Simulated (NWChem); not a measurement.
Tetragonal strain in BN (zincblende structure): the shear constant

Everything below was run with NWChem. Level: LDA (Vosko), default library pseudopotentials (valence charges N 5, B 3), cutoff 40 Ha, shifted 4×4×4 mesh, two-atom cell, no spin-orbit coupling. The cubic cell (a = 3.564 Å, near this level's equilibrium) is stretched by 1 + δ along x and y and by (1 + δ)^−2 along z, at constant volume; symmetry keeps the atoms on their sites.

| δ | E − E(0) (meV/cell) |
|---|---|
| -0.020 | 59.73 |
| -0.010 | ? |
| -0.005 | 3.14 |
| 0.000 | 0.00 |
| 0.005 | 3.15 |
| 0.010 | 13.30 |
| 0.020 | 51.20 |

Q: The cell volume is 11.31 Å³. To second order E − E(0) = 3V(C₁₁ − C₁₂)δ². Fit Aδ² + Bδ³, give C₁₁ − C₁₂, and predict the withheld row.

A: A ≈ 140 eV and B ≈ -530 eV, with a largest residual of 0.40 meV, so C₁₁ − C₁₂ = A/(3V) ≈ 650 GPa. The fit predicts 14.39 meV at δ = -0.010; the run gave 13.75.
